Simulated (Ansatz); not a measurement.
**SnHF₃ (SMILES [F][SnH]([F])[F]): a rigid scan of the bond length Sn2–F4**

How does the energy rise as the bond length Sn2–F4 leaves its equilibrium value, and do density functionals follow CCSD(T)? No other atom is relaxed.

Computed with Ansatz 0.2.0, Gaussian basis. Level: single points in def2-TZVPP.

Levels: PBE-D4, r2SCAN-D4, PBE0-D4, B3LYP-D4, wB97M-V, Hartree-Fock, MP2, CCSD, CCSD(T). The scan takes 1.551, 1.630, 1.747, 1.884, 2.034, 2.197, 2.370, 2.552, 2.742 Å.

Cores are frozen in the correlated methods. Filled d shells of the heavier atoms are correlated. Core potentials replace the inner electrons past krypton, and spin-orbit coupling is left out. B3LYP uses VWN-RPA correlation.

19 further runs of the same task are left out: 19 set aside as unsound or not needed.

**1. Starting geometry**

The minimum, relaxed at PBE0-D4: SMILES `[F][SnH]([F])[F]`, 5 atoms, charge 0, spin multiplicity 1.

Atoms are counted from 1 here; the program's logs count them from 0.

Bond lengths: F1–Sn2 1.891 Å, Sn2–F3 1.891 Å, Sn2–F4 1.891 Å, Sn2–H5 1.682 Å. Angles: F1–Sn2–F3 105.0°, F1–Sn2–F4 105.0°, F1–Sn2–H5 113.7°, F3–Sn2–F4 105.0°, F3–Sn2–H5 113.7°, F4–Sn2–H5 113.7°.

As a file:

```xyz
5
charge 0, multiplicity 1
F    -0.3239   -0.5479    1.7277
Sn    0.1272   -0.0068   -0.0272
F    -0.7949    1.6234   -0.2882
F    -0.7427   -1.2467   -1.1594
H     1.7842    0.1045   -0.2943
```

Energies of the minimum (eV), from earlier single points: PBE-D4 -13996.83236, r2SCAN-D4 -14003.46528, PBE0-D4 -13996.87065, B3LYP-D4 -14006.60316, wB97M-V -14001.26364, CCSD(T) -13974.93754.

At the minimum the bond length Sn2–F4 is 1.891 Å.

**2. Sn2–F4 = 1.551 Å**

ccsdt-tzvpp/in.yaml reads:

```yaml
crystal:
  periodic: [false, false, false]
  atoms:
    - {symbol: F, position_ang: [-0.323894, -0.547910, 1.727748]}
    - {symbol: Sn, position_ang: [0.127228, -0.006842, -0.027178]}
    - {symbol: F, position_ang: [-0.794890, 1.623381, -0.288182]}
    - {symbol: F, position_ang: [-0.586283, -1.023757, -0.955826]}
    - {symbol: H, position_ang: [1.784167, 0.104471, -0.294269]}
basis:
  gaussian: {orbitals: def2-TZVPP}
correlation: {method: ccsd_t}
```

No record of the launch command was kept for these runs.

After this run come: Sn2–F4 = 1.630 Å; Sn2–F4 = 1.747 Å; Sn2–F4 = 1.884 Å; Sn2–F4 = 2.034 Å; Sn2–F4 = 2.197 Å; Sn2–F4 = 2.370 Å; Sn2–F4 = 2.552 Å; Sn2–F4 = 2.742 Å.

What does the calculation give? Wanted: highest point, CCSD(T); lowest point, CCSD(T); minimum along the scan, CCSD(T); RMS deviation from CCSD(T); largest T1 diagnostic.

As calculated:

| quantity | value |
| --- | --- |
| highest point, CCSD(T) | 2985 meV at 2.742 Å |
| lowest point, CCSD(T) | 0 meV at 1.884 Å |
| minimum along the scan, CCSD(T) | 1.880 Å |
| curvature there | 30.4 eV/Å² |
| RMS deviation from CCSD(T) | PBE-D4 324, r2SCAN-D4 121, PBE0-D4 68, B3LYP-D4 182, wB97M-V 37, Hartree-Fock 268, MP2 24, CCSD 79 meV |
| largest T1 diagnostic | 0.024 |

A polynomial through the near points puts the CCSD(T) minimum 0.011 Å below the PBE0-D4 value. The third derivative is negative, the usual anharmonicity of a bond. Curvature against CCSD(T): PBE-D4 -22 %, Hartree-Fock +14 %. Best along the scan: MP2. Worst: PBE-D4. The restricted Hartree–Fock reference is unstable towards an unrestricted one at one or more of these structures.
